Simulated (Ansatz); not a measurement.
**Zr3SiW: one candidate of a structure search, part 1 of 2**

Aim: relax a trial structure of Zr3SiW and see where it ends.

Method: DFT PBE, scalar-relativistic, plane waves, PAW, in Ansatz 0.2.0.

### 1 The starting structure

Symmetry: Pm-3m, No. 221, cubic system. The conventional cell has a = 4.223 Å, b = 4.223 Å, c = 4.223 Å, α = 90.00°, β = 90.00°, γ = 90.00°. Zr (site symmetry 4/mmm) has 2 W at 2.11 Å and 8 Zr at 2.99 Å and 4 Si at 2.99 Å as nearest neighbours. Si (site symmetry m-3m) has 12 Zr at 2.99 Å as nearest neighbours. W (site symmetry m-3m) is surrounded by 6 Zr at 2.11 Å.

Structure file:

```xyz
5
Lattice="4.2235 0.0000 0.0000 0.0000 4.2235 0.0000 0.0000 0.0000 4.2235" Properties=species:S:1:pos:R:3 pbc="T T T"
Zr    0.0000    2.1117    2.1117
Zr    2.1117    2.1117    0.0000
Zr    2.1117    0.0000    2.1117
Si    0.0000    0.0000    0.0000
W     2.1117    2.1117    2.1117
```

Recipe of the guess: species swapped into a database cell of LuRh3C (Pm-3m, No. 221), with Si on the Lu sites, Zr on the Rh sites and W on the C sites. Its size is a rough estimate.

### 2 A first look at the guess

input.yaml

```yaml
crystal:
  lattice:
    - [4.22347419, 0.0, 0.0]
    - [0.0, 4.22347419, 0.0]
    - [0.0, 0.0, 4.22347419]
  atoms:
    - { symbol: Zr, position: [0.0, 0.5, 0.5] }
    - { symbol: Zr, position: [0.5, 0.5, 0.0] }
    - { symbol: Zr, position: [0.5, 0.0, 0.5] }
    - { symbol: Si, position: [0.0, 0.0, 0.0] }
    - { symbol: W, position: [0.5, 0.5, 0.5] }
basis:
  ecutwfc: 420
kpoints:
  mp_grid: { grid: [4, 4, 4] }
hamiltonian:
  xc: pbe
scf:
  occupations: { method: gaussian, width: 0.1 }
  lower_state_search: "off"
output:
  forces: true
  stress: true
  eigenvalues: true
```

Started as:

```bash
ansatz run input.yaml --threads 1 --pin off --max-ram 2560MiB --backend cpu --events-out ev --progress --plain --runs-dir out
```

The log of the run (excerpt; [...] marks lines left out):

```text
Warning: RAYON_NUM_THREADS=1 ignored (pool sized by the plan → 1); use --threads N
[...]
Pseudopotentials: kind: paw
Pseudopotential: Zr, paw, valence charge 12, recommended cutoff 420 eV (normal), Zr.paw.azcp
Pseudopotential: Si, paw, valence charge 4, recommended cutoff 420 eV (normal), Si.paw.azcp
Pseudopotential: W, paw, valence charge 14, recommended cutoff 420 eV (normal), W.paw.azcp
Functional definition: PBE
[...]
Crystal: 5 atoms, lattice volume = 75.337 Å³
Basis set: ecut = 420 eV, 1419 PW (Γ), exchange–correlation on 60×60×60 points (8 copies of the dense FFT grid, shifted against one another)
Bands: 33, of which v1, the nominal top of the filled ones, is band 27 counted from 1 (26 counted from 0)
Symmetry: 48 space group operations
Space group: Pm-3m (ITA 221), of the structure as read, at distance tolerance 4.2e-5 Å
k-points: 10 of 64
[...]
SCF iter   1: F=—  HF=-23555.786470 eV  |F-HF|=—  |Δ(HF+E_count)|=         —  Δρ=1.77e-2  dr2=3.24e-1  ethr=1.77e-3  ⟨swp⟩=6.0  Hψ=1298  notcnv=0
[...]
SCF iter   7: F=-23555.713291 eV  HF=-23555.713291 eV  |F-HF|=1.24e-10  |Δ(HF+E_count)|=   1.04e-9  Δρ=1.94e-6  dr2=1.86e-9  ethr=1.85e-10  ⟨swp⟩=9.1  Hψ=1295  notcnv=0
[...]
SCF converged after 7 iterations
Free energy (F): -23555.713291 eV
[...]
E sigma→0 (E₀):  -23555.706013 eV
Entropy (-TS):   -0.014556 eV (-2.911 meV/atom)
Fermi energy:    19.963169 eV
[...]
--- Forces (eV/Å), atoms counted from 1 ---
  atom   1  Zr     0.00000000     0.00000000     0.00000000
  atom   2  Zr     0.00000000    -0.00000000     0.00000000
  atom   3  Zr     0.00000000    -0.00000000    -0.00000000
  atom   4  Si    -0.00000000     0.00000000    -0.00000000
  atom   5  W     -0.00000000     0.00000000     0.00000000
[...]
--- Stress (GPa, compression-positive) ---
      123.294265      -0.000000       0.000000
       -0.000000     123.294265       0.000000
        0.000000       0.000000     123.294265
  P = ⅓ Tr σ = 123.2943 GPa (1232.943 kbar)
--- Band table (eV; the first three rows and the last of 10) ---
[...]
```

Run time: 0.95 s. Hardware: 1 thread of Intel Xeon 6975P-C (Granite Rapids), shared host; peak memory 0.38 GiB.

From the probe: pressure 123.3 GPa, largest force 0.00 eV/Å, gap on this mesh none (metal). A guess like this is first relaxed loosely on the coarse mesh.

### 3 Coarse relaxation

input.yaml: that of step 2 with these lines changed.

```diff
@@ -24 +24,6 @@
   eigenvalues: true
+relax:
+  adjacent_minimum: "off"
+  f_tol: 0.04
+  max_steps: 70
+  cell: { stress_tol: 0.4 }
```

Started as:

```bash
ansatz run input.yaml --threads 1 --pin off --max-ram 2560MiB --backend cpu --events-out ev --progress --plain --runs-dir out
```

The log of the run:

```text
Warning: RAYON_NUM_THREADS=1 ignored (pool sized by the plan → 1); use --threads N
Engine: ansatz 0.2.0, x86_64-unknown-linux-gnu
[... 5 set-up lines as earlier in the session ...]
  parameter kappa = 0.804
  parameter beta = 0.06672455060314922
  exchange = pbe_x(kappa = kappa, mu = beta*pi^2/3)
  correlation = pbe_c(beta = beta)
Crystal: 5 atoms, lattice volume = 75.337 Å³
Basis set: ecut = 420 eV, 1419 PW (Γ), exchange–correlation on 60×60×60 points (8 copies of the dense FFT grid, shifted against one another)
Bands: 33, of which v1, the nominal top of the filled ones, is band 27 counted from 1 (26 counted from 0)
[... 2 set-up lines as earlier in the session ...]
k-points: 10 of 64
Non-local potential: Zr, projectors of the file, l = 0: 3, l = 1: 2, l = 2: 2, l = 3: 2
Non-local potential: Si, projectors of the file, l = 0: 2, l = 1: 2, l = 2: 2
Non-local potential: W, projectors of the file, l = 0: 3, l = 1: 2, l = 2: 2, l = 3: 1
PAW form: soft (Blöchl's): semilocal exchange-correlation on the pseudo side does not see the compensation charge
PAW one-centre angular grid: Zr, 590 points (default); XC on 64 Gauss nodes
PAW one-centre angular grid: Si, 110 points (default); XC on 64 Gauss nodes
PAW one-centre angular grid: W, 590 points (default); XC on 64 Gauss nodes
Initial density: superposition of atomic densities (neutral atoms: chi_scale 0, normalization atom), corrected by the library's trained network
Initial wavefunctions: pseudopotential atomic-orbital guess
Functional: x = pbe(κ = 0.804, μ = 0.2195149727645171), c = pbe(β = 0.06672455060314922)
SCF iter   1: F=—  HF=-23555.786470 eV  |F-HF|=—  |Δ(HF+E_count)|=         —  Δρ=1.77e-2  dr2=3.24e-1  ethr=1.77e-3  ⟨swp⟩=6.0  Hψ=1298  notcnv=0
preconditioner: auto → Resta (q_TF=auto, 2.581 Å⁻¹)  ε∞=13.5  [insulator: Δε(μ)=0.117 eV  Ē_g=5.686 eV  σ=0.100 eV  W_gap=0.59  n_scr=26 (ndim 8)  ℏωp=20.1 eV  f_vac=0.000  D(μ)=2.99/eV (n_scr^D=26)  ε∞_Penn≈13.5]
SCF iter   2: F=—  HF=-23555.710574 eV  |F-HF|=—  |Δ(HF+E_count)|=   7.59e-2  Δρ=6.58e-3  dr2=3.00e-2  ethr=6.00e-4  ⟨swp⟩=2.0  Hψ=543  notcnv=0  defer=10
preconditioner: auto → Kerker (q_TF=auto, 2.581 Å⁻¹)  [metal: Δε(μ)=0.084 eV  Ē_g=5.754 eV  σ=0.100 eV  W_gap=0.44  n_scr=26 (ndim 8)  ℏωp=20.1 eV  f_vac=0.000  D(μ)=2.80/eV (n_scr^D=26)]
SCF iter   3: F=—  HF=-23555.713043 eV  |F-HF|=—  |Δ(HF+E_count)|=   2.47e-3  Δρ=2.66e-3  dr2=4.28e-3  ethr=5.56e-5  ⟨swp⟩=2.2  Hψ=459  notcnv=0  defer=10
SCF iter   4: F=—  HF=-23555.713278 eV  |F-HF|=—  |Δ(HF+E_count)|=   2.34e-4  Δρ=4.14e-4  dr2=1.59e-4  ethr=7.92e-6  ⟨swp⟩=2.1  Hψ=427  notcnv=0  defer=10
SCF iter   5: F=—  HF=-23555.713264 eV  |F-HF|=—  |Δ(HF+E_count)|=   1.39e-5  Δρ=6.47e-5  dr2=2.89e-6  ethr=2.94e-7  ⟨swp⟩=2.2  Hψ=432  notcnv=0  defer=10
SCF iter   6: F=—  HF=-23555.713291 eV  |F-HF|=—  |Δ(HF+E_count)|=   2.71e-5  Δρ=1.29e-5  dr2=1.21e-7  ethr=5.36e-9  ⟨swp⟩=2.3  Hψ=541  notcnv=0  defer=10
SCF iter   7: F=-23555.713291 eV  HF=-23555.713291 eV  |F-HF|=1.24e-10  |Δ(HF+E_count)|=   1.04e-9  Δρ=1.94e-6  dr2=1.86e-9  ethr=1.85e-10  ⟨swp⟩=9.1  Hψ=1295  notcnv=0
SCF 1 converged in 7 iterations: F = -23555.713291 eV  dr2 = 1.86e-9
relax step   1: F+E_penalty+E_count = -23555.71329106 eV  Δ(F+E_penalty+E_count) = +0.000e0 eV  max|allowed force component| = 2.468e-29 eV/Å  Δτ_max = 0.0000 Å  P = +123.294 GPa  Ω = 75.337 Å³  (7 SCF iters, dr2 threshold 1.00e-7 eV, accepted)
Crystal: 5 atoms, lattice volume = 86.901 Å³
Basis set: ecut = 420 eV, 1743 PW (Γ), exchange–correlation on 60×60×60 points (8 copies of the dense FFT grid, shifted against one another)
Initial density: handed on by an earlier stage of this run
Initial wavefunctions: those handed on with the density
iter 1 solved again at ethr=2.85e-3 eV; its pass at ethr=3.10e-3 eV (dr2=1.54e0 eV) is discarded
SCF iter   1: F=—  HF=-23562.537125 eV  |F-HF|=—  |Δ(HF+E_count)|=         —  Δρ=2.29e-2  dr2=1.55e0  ethr=2.85e-3  ⟨swp⟩=1.1  Hψ=1718  notcnv=0
preconditioner: auto → Resta (q_TF=auto, 2.520 Å⁻¹)  ε∞=14.6  [insulator: Δε(μ)=0.163 eV  Ē_g=5.073 eV  σ=0.100 eV  W_gap=0.58  n_scr=26 (ndim 8)  ℏωp=18.7 eV  f_vac=0.000  D(μ)=5.28/eV (n_scr^D=56)  ε∞_Penn≈14.6]
SCF iter   2: F=—  HF=-23562.245062 eV  |F-HF|=—  |Δ(HF+E_count)|=   2.92e-1  Δρ=9.32e-3  dr2=2.41e-1  ethr=2.85e-3  ⟨swp⟩=2.2  Hψ=463  notcnv=0
preconditioner: auto → Kerker (q_TF=auto, 2.520 Å⁻¹)  [metal: Δε(μ)=0.034 eV  Ē_g=5.141 eV  σ=0.100 eV  W_gap=0.18  n_scr=26 (ndim 8)  ℏωp=18.7 eV  f_vac=0.000  D(μ)=3.57/eV (n_scr^D=26)]
SCF iter   3: F=—  HF=-23562.185846 eV  |F-HF|=—  |Δ(HF+E_count)|=   5.92e-2  Δρ=3.82e-3  dr2=3.06e-2  ethr=4.46e-4  ⟨swp⟩=2.2  Hψ=466  notcnv=0  defer=3
SCF iter   4: F=—  HF=-23562.176752 eV  |F-HF|=—  |Δ(HF+E_count)|=   9.09e-3  Δρ=9.46e-4  dr2=9.27e-4  ethr=5.66e-5  ⟨swp⟩=2.0  Hψ=414  notcnv=0  defer=3
SCF iter   5: F=—  HF=-23562.176635 eV  |F-HF|=—  |Δ(HF+E_count)|=   1.17e-4  Δρ=1.91e-4  dr2=4.02e-5  ethr=1.72e-6  ⟨swp⟩=2.0  Hψ=432  notcnv=0  defer=3
SCF iter   6: F=—  HF=-23562.176788 eV  |F-HF|=—  |Δ(HF+E_count)|=   1.52e-4  Δρ=3.97e-5  dr2=1.44e-6  ethr=7.45e-8  ⟨swp⟩=2.7  Hψ=571  notcnv=0  defer=7
SCF iter   7: F=-23562.176787 eV  HF=-23562.176787 eV  |F-HF|=1.35e-8  |Δ(HF+E_count)|=   2.21e-7  Δρ=8.65e-6  dr2=6.91e-8  ethr=9.26e-10  ⟨swp⟩=8.7  Hψ=1384  notcnv=0
SCF 2 converged in 7 iterations: F = -23562.176787 eV  dr2 = 6.91e-8
relax step   2: F+E_penalty+E_count = -23562.17678735 eV  Δ(F+E_penalty+E_count) = -6.463e0 eV  max|allowed force component| = 6.242e-30 eV/Å  Δτ_max = 0.0000 Å  P = +62.605 GPa  Ω = 86.901 Å³  energy of the carried Pulay correction = -8.546e-3 eV  (7 SCF iters, dr2 threshold 5.00e-7 eV, accepted)
Crystal: 5 atoms, lattice volume = 99.592 Å³
Basis set: ecut = 420 eV, 1935 PW (Γ), exchange–correlation on 60×60×60 points (8 copies of the dense FFT grid, shifted against one another)
iter 1 solved again at ethr=2.11e-3 eV; its pass at ethr=3.10e-3 eV (dr2=1.14e0 eV) is discarded
SCF iter   1: F=—  HF=-23565.863125 eV  |F-HF|=—  |Δ(HF+E_count)|=         —  Δρ=1.81e-2  dr2=1.16e0  ethr=2.11e-3  ⟨swp⟩=1.0  Hψ=1694  notcnv=0
preconditioner: auto → Kerker (q_TF=auto, 2.464 Å⁻¹)  [metal: Δε(μ)=0.123 eV  Ē_g=4.513 eV  σ=0.100 eV  W_gap=0.47  n_scr=26 (ndim 8)  ℏωp=17.5 eV  f_vac=0.000  D(μ)=3.42/eV (n_scr^D=26)]
SCF iter   2: F=—  HF=-23565.671707 eV  |F-HF|=—  |Δ(HF+E_count)|=   1.91e-1  Δρ=8.29e-3  dr2=2.51e-1  ethr=2.11e-3  ⟨swp⟩=2.1  Hψ=452  notcnv=0
SCF iter   3: F=—  HF=-23565.614519 eV  |F-HF|=—  |Δ(HF+E_count)|=   5.72e-2  Δρ=3.08e-3  dr2=2.51e-2  ethr=4.64e-4  ⟨swp⟩=2.1  Hψ=471  notcnv=0  defer=2
SCF iter   4: F=—  HF=-23565.607713 eV  |F-HF|=—  |Δ(HF+E_count)|=   6.81e-3  Δρ=7.68e-4  dr2=7.78e-4  ethr=4.65e-5  ⟨swp⟩=2.0  Hψ=416  notcnv=0  defer=2
SCF iter   5: F=—  HF=-23565.607617 eV  |F-HF|=—  |Δ(HF+E_count)|=   9.62e-5  Δρ=1.71e-4  dr2=3.90e-5  ethr=1.44e-6  ⟨swp⟩=2.0  Hψ=435  notcnv=0  defer=2
SCF iter   6: F=—  HF=-23565.607970 eV  |F-HF|=—  |Δ(HF+E_count)|=   3.53e-4  Δρ=5.39e-5  dr2=4.65e-6  ethr=7.21e-8  ⟨swp⟩=2.0  Hψ=444  notcnv=0  defer=6
SCF iter   7: F=-23565.607969 eV  HF=-23565.607969 eV  |F-HF|=5.50e-8  |Δ(HF+E_count)|=   6.82e-7  Δρ=1.01e-5  dr2=1.46e-7  ethr=9.26e-10  ⟨swp⟩=6.8  Hψ=1476  notcnv=0
SCF 3 converged in 7 iterations: F = -23565.607969 eV  dr2 = 1.46e-7
relax step   3: F+E_penalty+E_count = -23565.60796932 eV  Δ(F+E_penalty+E_count) = -3.431e0 eV  max|allowed force component| = 1.041e-29 eV/Å  Δτ_max = 0.0000 Å  P = +27.794 GPa  Ω = 99.592 Å³  energy of the carried Pulay correction = -1.664e-2 eV  (7 SCF iters, dr2 threshold 5.00e-7 eV, accepted)
[... 13 lines left out ...]
relax step   4: F+E_penalty+E_count = -23567.01992550 eV  Δ(F+E_penalty+E_count) = -1.412e0 eV  max|allowed force component| = 1.809e-29 eV/Å  Δτ_max = 0.0000 Å  P = +9.041 GPa  Ω = 112.685 Å³  energy of the carried Pulay correction = -2.386e-2 eV  (7 SCF iters, dr2 threshold 5.00e-7 eV, accepted)
[... 13 lines left out ...]
relax step   5: F+E_penalty+E_count = -23567.31649224 eV  Δ(F+E_penalty+E_count) = -2.966e-1 eV  max|allowed force component| = 9.798e-29 eV/Å  Δτ_max = 0.0000 Å  P = -0.899 GPa  Ω = 124.927 Å³  energy of the carried Pulay correction = -2.979e-2 eV  (7 SCF iters, dr2 threshold 5.00e-7 eV, accepted)
[... 9 lines left out ...]
relax step   6: F+E_penalty+E_count = -23567.32040065 eV  Δ(F+E_penalty+E_count) = -3.908e-3 eV  max|allowed force component| = 4.707e-30 eV/Å  Δτ_max = 0.0000 Å  P = +0.190 GPa  Ω = 123.476 Å³  energy of the carried Pulay correction = -2.912e-2 eV  (5 SCF iters, dr2 threshold 5.00e-7 eV, accepted)
[... 11 lines left out ...]
relax step   7: F+E_penalty+E_count = -23567.41742963 eV  Δ(F+E_penalty+E_count) = -9.703e-2 eV  max|allowed force component| = 1.972e-30 eV/Å  Δτ_max = 0.0000 Å  P = +1.224 GPa  Ω = 123.476 Å³  stress off target by 1.22e0 GPa  SCF on the basis re-selected at this cell (its energy is not comparable with the rows above)  (6 SCF iters)
[... 10 lines left out ...]
relax step   8: F+E_penalty+E_count = -23567.42396714 eV  Δ(F+E_penalty+E_count) = -6.538e-3 eV  max|allowed force component| = 5.824e-30 eV/Å  Δτ_max = 0.0000 Å  P = +0.136 GPa  Ω = 125.098 Å³  energy of the carried Pulay correction = -2.904e-4 eV  (5 SCF iters, dr2 threshold 5.00e-7 eV, accepted)
iter 1 solved again at ethr=1.09e-8 eV; its pass at ethr=3.10e-3 eV (dr2=5.88e-6 eV) is discarded
SCF iter   1: F=—  HF=-23567.424227 eV  |F-HF|=—  |Δ(HF+E_count)|=         —  Δρ=4.34e-5  dr2=2.80e-7  ethr=1.09e-8  ⟨swp⟩=3.5  Hψ=2383  notcnv=0
preconditioner: auto → Kerker (q_TF=auto, 2.372 Å⁻¹)  [metal: Δε(μ)=0.030 eV  Ē_g=3.665 eV  σ=0.100 eV  W_gap=0.17  n_scr=26 (ndim 8)  ℏωp=15.6 eV  f_vac=0.000  D(μ)=7.69/eV (n_scr^D=80)]
SCF iter   2: F=—  HF=-23567.424233 eV  |F-HF|=—  |Δ(HF+E_count)|=   6.00e-6  Δρ=2.27e-5  dr2=1.17e-7  ethr=5.18e-10  ⟨swp⟩=2.0  Hψ=351  notcnv=0
SCF iter   3: F=—  HF=-23567.424235 eV  |F-HF|=—  |Δ(HF+E_count)|=   2.60e-6  Δρ=3.26e-6  dr2=3.37e-8  ethr=2.17e-10  ⟨swp⟩=2.1  Hψ=449  notcnv=0
SCF iter   4: F=-23567.424235 eV  HF=-23567.424235 eV  |F-HF|=3.16e-8  |Δ(HF+E_count)|=   2.98e-8  Δρ=2.54e-6  dr2=2.89e-9  ethr=5.93e-12  ⟨swp⟩=4.0  Hψ=1265  notcnv=0
SCF 9 converged in 4 iterations: F = -23567.424235 eV  dr2 = 2.89e-9
relax step   9: F+E_penalty+E_count = -23567.42423534 eV  Δ(F+E_penalty+E_count) = -2.682e-4 eV  max|allowed force component| = 8.980e-30 eV/Å  Δτ_max = 0.0000 Å  P = +0.134 GPa  Ω = 125.098 Å³  stress off target by 1.34e-1 GPa  SCF on the basis re-selected at this cell (its energy is not comparable with the rows above)  (4 SCF iters)
basis re-selected at this cell: Δ(F+E_penalty+E_count) = -2.682e-4 eV, ΔP = -0.002 GPa vs the last step (what re-selecting the basis moved, of the pressure what is left beyond the Pulay correction that the steps carried, after the strain that the cell walked since its last selection, with what the two solves' SCF thresholds leave and, on support functions, any second-order correction that the steps lacked; it is no measure of the basis error at this ecutwfc). This SCF's stress stands 1.34e-1 GPa from its target on what of the cell is left free (relax.cell.stress_tol is 4.00e-1 GPa) and its largest allowed force component is 8.98e-30 eV/Å (relax.f_tol is 4.00e-2 eV/Å): within both
SCF converged after 4 iterations
Free energy (F): -23567.424235 eV
Harris-Foulkes:  -23567.424235 eV  (|F-HF|=3.16e-8)
Internal energy: -23567.385779 eV  (E = F + TS)
E sigma→0 (E₀):  -23567.405007 eV
Entropy (-TS):   -0.038456 eV (-7.691 meV/atom)
Fermi energy:    11.044035 eV
--- Per-component energies (eV) ---
  E_band       = -607.151697
  E_kinetic    = 1488.126829
  E_local      = -4299.157281  (includes V_loc(G=0)·N_el)
  E_nonlocal   = 274.059776
  E_hartree    = 1576.733104
  E_xc         = -802.912584
  E_vxc        = -853.027279  (∫ρ·V_xc dr)
  E_paw        = -17939.223836  (= ΣΔE_a)
  E_vpaw       = -370.621868  (= ΣTr[D̂ρ^β])
  E_aug_tail   = 0.000014  (compensation charges beyond the density's cutoff)
  E_ewald      = -3865.011801
  E_smearing   = -0.038456  (= −TS)
  E_closure    = 0.000000  (closes the sum)
  Σ components = -23567.424235   (vs F -23567.424235, Δ=0.00e0)
--- Forces (eV/Å), atoms counted from 1 ---
  atom   1  Zr    -0.00000000    -0.00000000    -0.00000000
  atom   2  Zr     0.00000000    -0.00000000    -0.00000000
  atom   3  Zr    -0.00000000    -0.00000000     0.00000000
  atom   4  Si    -0.00000000     0.00000000    -0.00000000
  atom   5  W      0.00000000     0.00000000     0.00000000
  max |Σ_I F_I| component: 1.03e-29 eV/Å
--- Stress (GPa, compression-positive) ---
        0.134073      -0.000000      -0.000000
       -0.000000       0.134073      -0.000000
       -0.000000      -0.000000       0.134073
  P = ⅓ Tr σ = 0.1341 GPa (1.341 kbar)
--- Band table (eV; the first three rows and the last of 10) ---
  k-point 0: bands = ["-61.7408", "-37.9425", "-37.9095", "-37.9095", "-26.3855", "-26.3855", "-26.3855", "-16.0235", "-16.0235", "-16.0235", "-15.9617", "-15.9617", "-15.9617", "-15.7670", "-15.7670", "-15.7670", "3.6414", "6.7026", "7.3842", "7.3842", "7.3842", "8.0433", "8.0433", "10.0380", "10.0380", "10.5826", "10.5826", "10.5826", "11.8406", "12.6079", "12.6079", "12.6079", "14.7416"]
  k-point 1: bands = ["-61.7408", "-37.9410", "-37.9188", "-37.9095", "-26.3849", "-26.3849", "-26.3220", "-16.0371", "-16.0140", "-16.0140", "-15.9693", "-15.9693", "-15.9633", "-15.9141", "-15.7737", "-15.7737", "3.9260", "6.6955", "7.4401", "7.7223", "7.7223", "8.0850", "8.8736", "9.0331", "10.4199", "10.4524", "10.4524", "11.1877", "12.3587", "12.4236", "12.5713", "12.5713", "13.8648"]
  k-point 2: bands = ["-61.7407", "-37.9361", "-37.9315", "-37.9095", "-26.3844", "-26.3844", "-26.2573", "-16.1131", "-15.9977", "-15.9947", "-15.9947", "-15.9869", "-15.9869", "-15.9649", "-15.7803", "-15.7803", "4.3036", "6.3415", "7.4991", "8.1228", "8.1262", "8.1262", "8.6175", "10.8767", "10.9071", "10.9071", "11.0507", "11.0991", "11.0991", "11.4410", "12.1236", "12.5118", "13.0112"]
  k-point 9: bands = ["-61.7404", "-37.9359", "-37.9359", "-37.9359", "-26.2552", "-26.2552", "-26.2552", "-16.2821", "-16.1016", "-16.1016", "-16.1016", "-16.0260", "-16.0260", "-15.8755", "-15.8755", "-15.8755", "4.5136", "8.9580", "8.9580", "8.9580", "9.0531", "9.0531", "9.0531", "10.5344", "11.5120", "11.5120", "11.5120", "11.5278", "11.5278", "11.5278", "11.9813", "11.9813", "12.3591"]
--- Relaxed structure (7 steps of the walk, 7 accepted, 2 SCFs on fresh bases) ---
  F+E_penalty+E_count = -23567.42423534 eV   max|allowed force component| = 8.980e-30 eV/Å   (the final SCF, on the basis selected at the relaxed cell)
  cell:  # Å, volume = 125.0977 Å³
    - [5.001301960152539, -1.8958372890061819e-34, -1.8617322795743275e-33]
    - [2.1215322043640645e-33, 5.001301960152539, -2.5679065925163143e-34]
    - [1.4765462906968807e-33, -2.5679065925163143e-34, 5.001301960152539]
  atoms:
    - { symbol: Zr, position: [3.4437959792322835e-37, 0.5, 0.5] }
    - { symbol: Zr, position: [0.5, 0.5, 5.789139792003091e-38] }
    - { symbol: Zr, position: [0.5, -4.972722660740581e-38, 0.5] }
    - { symbol: Si, position: [-3.681299151751785e-37, 6.902435898765255e-38, -9.05480839348803e-38] }
    - { symbol: W, position: [0.5, 0.5, 0.5] }
```

It took 11 s on 1 thread of Intel Xeon 6975P-C (Granite Rapids), shared host; peak memory 0.44 GiB.

The steps of the relaxation:

| step | energy from step 1 (eV/cell) | largest force component (eV/Å) | pressure (GPa) | volume (Å³) |
| --- | --- | --- | --- | --- |
| 1 | 0.0000 | 0.0000 | 123.29 | 75.34 |
| 2 | -6.4635 | 0.0000 | 62.60 | 86.90 |
| 3 | -9.8947 | 0.0000 | 27.79 | 99.59 |
| 4 | -11.3066 | 0.0000 | 9.04 | 112.68 |
| 5 | -11.6032 | 0.0000 | -0.90 | 124.93 |
| 6 | -11.6071 | 0.0000 | 0.19 | 123.48 |
| 7 | -11.7041 | 0.0000 | 1.22 | 123.48 |
| 8 | -11.7107 | 0.0000 | 0.14 | 125.10 |
| 9 | -11.7109 | 0.0000 | 0.13 | 125.10 |

Step 1 is the start. Steps 7, 9 each repeat the geometry before them on a plane-wave basis chosen anew, so the energy can jump there without any move.

|  | before | after | change |
| --- | --- | --- | --- |
| a (Å) | 4.223 | 5.001 | +18.4 % |
| b (Å) | 4.223 | 5.001 | +18.4 % |
| c (Å) | 4.223 | 5.001 | +18.4 % |
| volume (Å³/atom) | 15.07 | 25.02 | +66.1 % |
| shortest distance (Å) | 2.112 | 2.501 | +18.4 % |
| space group (0.01 Å) | Pm-3m | Pm-3m | same |

The run keeps the 48 symmetry operations of the start, so it could not have lowered the symmetry.

(Continued in part 2 of 2.)
